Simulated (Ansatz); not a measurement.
**Searching the electronic states of CuTe, part 1 of 2**

Is CuTe magnetic at this level, in which order, and do all starts find it? Single-point runs from several starts follow. System: CuTe, the deposited crystal structure (space group Pmmn); the cell holds 4 atoms. Source: COD entry 9011846; the sample's temperature and pressure aren't taken into account.

Computed with Ansatz 0.2.0 (DFT LDA+U, PAW, plane waves, scalar-relativistic; U − J = 6.3 eV on Cu d, unless a step's input says otherwise).

**1. The structure to begin with**

Symmetry: Pmmn, No. 59, orthorhombic system. The conventional cell has a = 3.100 Å, b = 4.020 Å, c = 6.860 Å, α = 90.00°, β = 90.00°, γ = 90.00°. Cu (site symmetry mm2) is surrounded by 4 Te at 2.54 to 2.73 Å and 4 Cu at 2.63 Å. Around Te (site symmetry mm2) lie 4 Cu at 2.54 to 2.73 Å.

Coordinates:

```
Cu Te
1.0
     3.10000    0.00000    0.00000
     0.00000    4.02000    0.00000
     0.00000    0.00000    6.86000
Cu Te
2 2
Direct
  0.00000 0.50000 0.44900
  0.50000 0.00000 0.55100
  0.00000 0.00000 0.22300
  0.50000 0.50000 0.77700
```

Labels such as Te4 number the atoms in the order of the input file.

The first starts: parallel moments, plain SCF; opposed moments +-, plain SCF; no spin polarisation; spin on, no moments given (the program may seed its own), plain SCF. Further starts follow from what these give.

“Plain SCF” means no search for lower states. Ends within 0.2 meV/atom and 0.1 μB count as one state.

The total moment includes the space between the atomic spheres.

**2. Parallel moments, plain SCF**

input.yaml reads:

```yaml
crystal:
  lattice:
    - [3.1, 0.0, 0.0]
    - [0.0, 4.02, 0.0]
    - [0.0, 0.0, 6.86]
  atoms:
    - { symbol: Cu, position: [0.0, 0.5, 0.449], spin: 1.0 }
    - { symbol: Cu, position: [0.5, 0.0, 0.551], spin: 1.0 }
    - { symbol: Te, position: [0.0, 0.0, 0.223] }
    - { symbol: Te, position: [0.5, 0.5, 0.777] }
magnetization:
  spin_polarized: true
hamiltonian:
  xc: lda
  pseudopotentials: { kind: paw }
  hubbard: { sites: [{ species: Cu, l: d, u_eff: 6.3 }] }
basis:
  ecutwfc: 420
kpoints:
  mp_grid: { grid: [7, 6, 4] }
scf:
  occupations: { method: gaussian, width: 0.03 }
  lower_state_search: "off"
output:
  forces: true
  stress: true
```

Output (excerpt; [...] marks lines left out):

```text
Cu: projections on atomic orbitals take those of the free atom [Ne] 3s2 3p6 3d10 4s1, of charge +0.00 (hamiltonian.pseudopotentials.projection_atoms); the dataset's partial waves leave at most 2.0e-6 of an orbital's norm unspanned inside its sphere
Te: projections on atomic orbitals take those of the free atom [Kr] 4d10 5s2 5p4, of charge +0.00 (hamiltonian.pseudopotentials.projection_atoms); the dataset's partial waves leave at most 7.8e-6 of an orbital's norm unspanned inside its sphere
[...]
Pseudopotentials: kind: paw
Pseudopotential: Cu, paw, valence charge 19, recommended cutoff 420 eV (normal), Cu.paw.azcp
Pseudopotential: Te, paw, valence charge 16, recommended cutoff 420 eV (normal), Te.paw.azcp
Functional definition: SPW92
[...]
Crystal: 4 atoms, lattice volume = 85.489 Å³
Basis set: ecut = 420 eV, 1697 PW (Γ)
Bands: 44, of which v1, the nominal top of the filled ones, is band 35 counted from 1 (34 counted from 0)
Symmetry: 8 space group operations
Space group: Pmmn (ITA 59), of the structure as read, at distance tolerance 4.4e-5 Å
Magnetic group: BNS 59.405 (UNI 503), of the structure as read, at distance tolerance 4.4e-5 Å
k-points: 48 of 168
[...]
Starting moments: Σ|m| = 2 μB on 2 of 4 sites
[...]
SCF iter   1: F=—  HF=-26765.264406 eV  |F-HF|=—  |Δ(HF+E_count)|=         —  Δρ=1.05e-1 (↑1.05e-1 ↓2.62e-2)  dr2=4.20e0  dr2_m=3.09e0  M=0.208 μB ∫|m|=0.402 μB  β_m=0.30  ethr=3.10e-3  ⟨swp⟩=8.0  Hψ=17667  notcnv=0
[...]
WARN: the starting moments were not kept: the SCF closed with an absolute magnetisation of 9.8e-7 μB, where they sum to 2 μB in size (2 sites). That is at most 0.1 of that sum. Measured as dr2_m measures the in/out step, that magnetisation stands 1.6e-13 eV from none, at or under the [...]
the last iteration of the SCF fills more bands at one k-point than at another: 33 at σ=↑ k=0 and 36 at σ=↑ k=27; 33 at σ=↓ k=0 and 36 at σ=↓ k=27 (a band counts as filled where it holds over half of its capacity, the bands of one level by their mean; [...]
SCF converged after 15 iterations
Magnetization: 0.0000 μB (35.0000 up, 35.0000 down)
Absolute magnetization: 0.0000 μB (∫|ρ↑−ρ↓|, with the PAW one-centre terms)
Spin contamination: 0.0000 ħ² per cell (⟨S²⟩ above its minimum at these occupations)
Per-site moments (μB) at R_I (Å): [(1.3245311556697734e-8, 1.0471096278218675), (1.324531160346756e-8, 1.0471096278218675), (7.211379247646334e-8, 1.0471096278218675), (7.211379252700918e-8, 1.0471096278218675)]
Free energy (F): -26764.973018 eV
[...]
E sigma→0 (E₀):  -26764.972899 eV
Entropy (-TS):   -0.000237 eV (-0.059 meV/atom)
Fermi energy:    11.355422 eV
[...]
--- Forces (eV/Å), atoms counted from 1 ---
  atom   1  Cu     0.00000000     0.00000000     0.25227112
  atom   2  Cu     0.00000000     0.00000000    -0.25227112
  atom   3  Te     0.00000000     0.00000000    -0.28357737
  atom   4  Te     0.00000000     0.00000000     0.28357737
[...]
--- Stress (GPa, compression-positive) ---
       -3.975840       0.000000       0.000000
        0.000000       1.130473       0.000000
        0.000000       0.000000       2.246152
  P = ⅓ Tr σ = -0.1997 GPa (-1.997 kbar)
Occupation matrices written to <dir>
```

It took 12 s on 2 threads of an x86-64 CPU, shared host; peak memory 0.69 GiB.

The state reached is non-magnetic, no gap on the k-mesh.

**3. Opposed moments +-, plain SCF**

Changes to input.yaml since step 2:

```diff
@@ -7,3 +7,3 @@
     - { symbol: Cu, position: [0.0, 0.5, 0.449], spin: 1.0 }
-    - { symbol: Cu, position: [0.5, 0.0, 0.551], spin: 1.0 }
+    - { symbol: Cu, position: [0.5, 0.0, 0.551], spin: -1.0 }
     - { symbol: Te, position: [0.0, 0.0, 0.223] }
```

Output (excerpt; [...] marks lines left out):

```text
[... 12 lines as in an earlier run ...]
Symmetry: 4 space group operations
Space group: Pmm2 (ITA 25), of the structure as read, at distance tolerance 4.4e-5 Å
Magnetic group: BNS 59.408 (UNI 506), of the structure as read, at distance tolerance 4.4e-5 Å
k-points: 48 of 168 (time reversal used)
[... 8 lines as in an earlier run ...]
Starting moments: Σ|m| = 2 μB on 2 of 4 sites
Starting magnetic order: antiferromagnet; an inversion exchanges its spin sublattices: spin-degenerate at every k-point
[... 2 lines as in an earlier run ...]
SCF iter   1: F=—  HF=-26765.268683 eV  |F-HF|=—  |Δ(HF+E_count)|=         —  Δρ=7.64e-2 (↑7.64e-2 ↓7.64e-2)  dr2=4.17e0  dr2_m=3.07e0  M=0.000 μB ∫|m|=0.343 μB  β_m=0.30  ethr=3.10e-3  ⟨swp⟩=6.9  Hψ=16927  notcnv=0
[...]
[... 1 line as in an earlier run ...]
[...]
[... 1 line as in an earlier run ...]
[...]
WARN: the starting moments were not kept: the SCF closed with an absolute magnetisation of 7.6e-7 μB, where they sum to 2 μB in size (2 sites). That is at most 0.1 of that sum. Measured as dr2_m measures the in/out step, that magnetisation stands 9.2e-14 eV from none, at or under the [...]
[... 1 line as in an earlier run ...]
[...]
SCF converged after 15 iterations
Magnetization: -0.0000 μB (35.0000 up, 35.0000 down)
Absolute magnetization: 0.0000 μB (∫|ρ↑−ρ↓|, with the PAW one-centre terms)
Spin contamination: 0.0000 ħ² per cell (⟨S²⟩ above its minimum at these occupations)
Per-site moments (μB) at R_I (Å): [(-5.149923294936813e-8, 1.0471096278218675), (5.3104548348687346e-8, 1.0471096278218675), (1.855370694062669e-8, 1.0471096278218675), (-1.73178274198177e-8, 1.0471096278218675)]
Free energy (F): -26764.973018 eV
[...]
E sigma→0 (E₀):  -26764.972899 eV
Entropy (-TS):   -0.000237 eV (-0.059 meV/atom)
Fermi energy:    11.355420 eV
[... 29 lines left out: energy terms, forces, stress ...]
Occupation matrices written to <dir>
```

Run time: 19 s. Hardware: 2 threads of an x86-64 CPU, shared host; peak memory 0.63 GiB.

The run ends in the same state as step 2 (non-magnetic); it took 15 iterations.

**4. No spin polarisation**

Changes to input.yaml since step 3:

```diff
@@ -6,8 +6,6 @@
   atoms:
-    - { symbol: Cu, position: [0.0, 0.5, 0.449], spin: 1.0 }
-    - { symbol: Cu, position: [0.5, 0.0, 0.551], spin: -1.0 }
+    - { symbol: Cu, position: [0.0, 0.5, 0.449] }
+    - { symbol: Cu, position: [0.5, 0.0, 0.551] }
     - { symbol: Te, position: [0.0, 0.0, 0.223] }
     - { symbol: Te, position: [0.5, 0.5, 0.777] }
-magnetization:
-  spin_polarized: true
 hamiltonian:
```

Output (excerpt; [...] marks lines left out):

```text
[... 11 lines as in an earlier run ...]
Bands: 40, of which v1, the nominal top of the filled ones, is band 35 counted from 1 (34 counted from 0)
[... 10 lines as in an earlier run ...]
[...]
[... 2 lines as in an earlier run ...]
SCF iter   1: F=—  HF=-26765.629431 eV  |F-HF|=—  |Δ(HF+E_count)|=         —  Δρ=4.42e-2  dr2=2.49e0  ethr=3.10e-3  ⟨swp⟩=6.7  Hψ=7083  notcnv=0
[...]
SCF iter   8: F=-26764.973018 eV  HF=-26764.973018 eV  |F-HF|=1.28e-8  |Δ(HF+E_count)|=   5.28e-8  Δρ=7.72e-6  dr2=2.44e-8  ethr=1.43e-10  ⟨swp⟩=5.0  Hψ=7493  notcnv=0
the last iteration of the SCF fills more bands at one k-point than at another: 33 at k=0 and 36 at k=27 (a band counts as filled where it holds over half of its capacity, the bands of one level by their mean; [...]
SCF converged after 8 iterations
Free energy (F): -26764.973018 eV
[...]
E sigma→0 (E₀):  -26764.972899 eV
Entropy (-TS):   -0.000237 eV (-0.059 meV/atom)
Fermi energy:    11.355428 eV
[... 29 lines left out: energy terms, forces, stress ...]
Occupation matrices written to <dir>
```

It took 4.6 s on 2 threads of an x86-64 CPU, shared host; peak memory 0.57 GiB.

Nothing new: the 8 iterations lead to the state found in step 2 (non-magnetic).

**5. Spin on, no moments given (the program may seed its own), plain SCF**

Changes to input.yaml since step 4:

```diff
@@ -24 +24,3 @@
   stress: true
+magnetization:
+  spin_polarized: true
```

Output (excerpt; [...] marks lines left out):

```text
[... 11 lines as in an earlier run ...]
Bands: 42, of which v1, the nominal top of the filled ones, is band 35 counted from 1 (34 counted from 0)
[... 10 lines as in an earlier run ...]
[...]
[... 2 lines as in an earlier run ...]
SCF iter   1: F=—  HF=-26765.728853 eV  |F-HF|=—  |Δ(HF+E_count)|=         —  Δρ=2.18e-2 (↑2.18e-2 ↓2.18e-2)  dr2=2.93e0  dr2_m=0.00e0  M=0.000 μB ∫|m|=0.000 μB  β_m=0.30  ethr=3.10e-3  ⟨swp⟩=6.9  Hψ=7778  notcnv=0
[...]
[... 1 line as in an earlier run ...]
[...]
SCF iter  12: F=-26764.973018 eV  HF=-26764.973018 eV  |F-HF|=4.72e-8  |Δ(HF+E_count)|=   3.51e-8  Δρ=2.73e-6 (↑2.73e-6 ↓2.73e-6)  dr2=3.73e-8  dr2_m=0.00e0  M=0.000 μB ∫|m|=0.000 μB  ethr=1.43e-10  ⟨swp⟩=3.0  Hψ=7411  notcnv=0
[... 1 line as in an earlier run ...]
[...]
SCF converged after 12 iterations
Magnetization: 0.0000 μB (35.0000 up, 35.0000 down)
Absolute magnetization: 0.0000 μB (∫|ρ↑−ρ↓|)
Spin contamination: 0.0000 ħ² per cell (⟨S²⟩ above its minimum at these occupations)
Per-site moments (μB) at R_I (Å): [(0.0, 1.0471096278218675), (0.0, 1.0471096278218675), (0.0, 1.0471096278218675), (0.0, 1.0471096278218675)]
Free energy (F): -26764.973018 eV
[...]
E sigma→0 (E₀):  -26764.972899 eV
Entropy (-TS):   -0.000237 eV (-0.059 meV/atom)
Fermi energy:    11.355457 eV
[... 29 lines left out: energy terms, forces, stress ...]
Occupation matrices written to <dir>
```

It took 7.5 s on 2 threads of an x86-64 CPU, shared host; peak memory 0.69 GiB.

The run ends in the same state as step 2 (non-magnetic); it took 12 iterations.

(Continued in part 2 of 2.)
